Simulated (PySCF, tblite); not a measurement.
# C3H14BNSi: geometry, infrared bands and NMR shifts

What infrared bands and NMR shifts should C3H14BNSi (`[BH3-][N@H+](C)C[SiH2]C`) show?

Computed with tblite 0.8.0 and PySCF 2.14.0, with density-fitted response routines of our own, on a single molecule in the gas phase. Atoms are numbered from 0 throughout.

## Step 1: The molecule as given

20 atoms, charge 0, multiplicity 1; geometry from: force field or distance geometry start.

Bonds of the start (Å): B0–N1 1.50, N1–C2 1.46, N1–C3 1.46, C3–Si4 1.84, Si4–C5 1.87, B0–H6 1.21, B0–H7 1.19, B0–H8 1.19, N1–H9 1.04, C2–H10 1.10, C2–H11 1.12, C2–H12 1.11, C3–H13 1.13, C3–H14 1.12, Si4–H15 1.46, Si4–H16 1.47, C5–H17 1.11, C5–H18 1.12, C5–H19 1.11.

## Step 2: Geometry optimisation with GFN2-xTB

What the job is given:

```
{"job": {"kind": "relax", "xc": "GFN2-xTB", "basis": "xTB"}, "charge": 0, "multiplicity": 1}
B     -1.116500     1.404100    -0.474400
N     -1.177300    -0.073900    -0.210700
C     -2.279900    -0.477000     0.659100
C      0.009800    -0.561200     0.494800
Si     1.457700    -0.810300    -0.619100
C      2.859000     0.230500     0.054900
H     -2.168700     1.965800    -0.297000
H     -0.860900     1.554700    -1.625400
H     -0.231100     1.925500     0.128500
H     -1.292500    -0.577000    -1.114300
H     -2.339100     0.215600     1.511200
H     -1.983200    -1.466500     1.078900
H     -3.236200    -0.580300     0.112300
H     -0.215600    -1.539900     1.006000
H      0.230500     0.198100     1.293100
H      1.904400    -2.198000    -0.573200
H      1.127700    -0.449800    -2.003100
H      2.839600     1.171700    -0.524800
H      2.649900     0.392600     1.144400
H      3.817200    -0.314000    -0.044400
```

Command:

```bash
$ OMP_NUM_THREADS=1 python probes_run.py task.json out
```

One launch serves the whole session: the jobs run in the order shown.

**Question.** This job is followed by: GFN2-xTB harmonic vibrations, gas phase; GIAO PBE0/pcSseg-1 NMR shielding, non-relativistic, gas phase. Predict these results of the whole session: strongest single infrared mode (GFN2-xTB); zero-point energy (GFN2-xTB); 13C shifts against TMS (PBE0/pcSseg-1); 1H shifts against TMS (PBE0/pcSseg-1, means over atoms taken as alike); 11B shifts against BF3·OEt2 (PBE0/pcSseg-1); 15N shifts against NH3 (PBE0/pcSseg-1); 29Si shifts against TMS (PBE0/pcSseg-1).

The runs gave:

```
                                                              quantity                                               value
                             strongest single infrared mode (GFN2-xTB)                               2170 cm⁻¹, 413 km/mol
                                          zero-point energy (GFN2-xTB)                                      105.0 kcal/mol
                                13C shifts against TMS (PBE0/pcSseg-1)                                49.1, 44.5, -5.0 ppm
1H shifts against TMS (PBE0/pcSseg-1, means over atoms taken as alike)  4.18, 4.18, 2.63, 2.49, 2.21, 2.18, 1.88, 0.56 ppm
                           11B shifts against BF3·OEt2 (PBE0/pcSseg-1)                                           -20.2 ppm
                                15N shifts against NH3 (PBE0/pcSseg-1)                                            58.4 ppm
                               29Si shifts against TMS (PBE0/pcSseg-1)                                           -42.1 ppm
```

What this shows: The optimisation took 150 steps and gained 0.910 eV; among the close pairs (by a distance rule), B0–N1 changed most, from 1.503 to 1.634 Å. All 54 modes are real, so the xTB geometry is a minimum. The strongest single mode, at 2170 cm⁻¹, moves mainly H15. GFN2-xTB is a fitted tight-binding method: band positions and strengths are rough. Its intensities can rank the bands wrongly. C2 (methyl carbon bonded to N) lies farthest downfield among carbon, at 49.1 ppm; pulled downfield by the heteroatom.
